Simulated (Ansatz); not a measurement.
**BFH₂Se: how energies converge with the basis set**

The task here is to estimate one member of a computed series from the others.

Method: one geometry, several basis sets; program: Ansatz 0.2.0, Gaussian basis.

Levels to be run: PBE0-D4/def2-SVP; ωB97M-V/def2-SVP; PBE0-D4/def2-QZVPP; ωB97M-V/def2-QZVPP; the functionals' def2-TZVPP values are taken from earlier runs.

### The geometry

An earlier PBE0-D4 in a triple-zeta def2 set relaxation fixed the geometry.

SMILES `FB[SeH]`, 5 atoms, charge 0, spin multiplicity 1.

Atoms are counted from 1 here; the program's logs count them from 0.

Bond lengths: F1–B2 1.320 Å, B2–Se3 1.934 Å, B2–H4 1.193 Å, Se3–H5 1.467 Å. Angles: F1–B2–Se3 118.0°, F1–B2–H4 119.8°, Se3–B2–H4 122.2°, B2–Se3–H5 93.3°.

Set-up of the first run:

The input, in.yaml:

```yaml
crystal:
  periodic: [false, false, false]
  atoms:
    - {symbol: F, position_ang: [-0.285900, -1.627166, 0.824315]}
    - {symbol: B, position_ang: [-0.277503, -0.532157, 0.086991]}
    - {symbol: Se, position_ang: [1.102213, 0.780013, 0.426212]}
    - {symbol: H, position_ang: [-1.106882, -0.379256, -0.757477]}
    - {symbol: H, position_ang: [0.617971, 1.684965, -0.621442]}
basis:
  gaussian: {orbitals: def2-SVP}
hamiltonian: {xc: pbe0, dispersion: d4}
output: {orbitals: {seedname: orbitals}}
```

Started as:

```
> ansatz run in.yaml --threads 2 --pin off --events-out ev --progress --plain --max-ram 32768MiB --backend cpu
```

Among the steps run: PBE0-D4 in def2-SVP; ωB97M-V in def2-SVP; PBE0-D4 in def2-QZVPP; ωB97M-V in def2-QZVPP.

One table of the session follows, with a row left open; its other results are not shown here.

It belongs to the step «Density functionals: the series». 

```
functional       basis  HOMO (eV)
   PBE0-D4    def2-SVP      -7.68
   PBE0-D4  def2-TZVPP      -7.80
   PBE0-D4  def2-QZVPP      -7.81
   ωB97M-V    def2-SVP      -9.80
   ωB97M-V  def2-TZVPP      -9.93
   ωB97M-V  def2-QZVPP          ?
```

Estimate the missing values for ωB97M-V, def2-QZVPP.

As computed: HOMO (eV): -9.94. In the column «HOMO (eV)» it is the lowest.
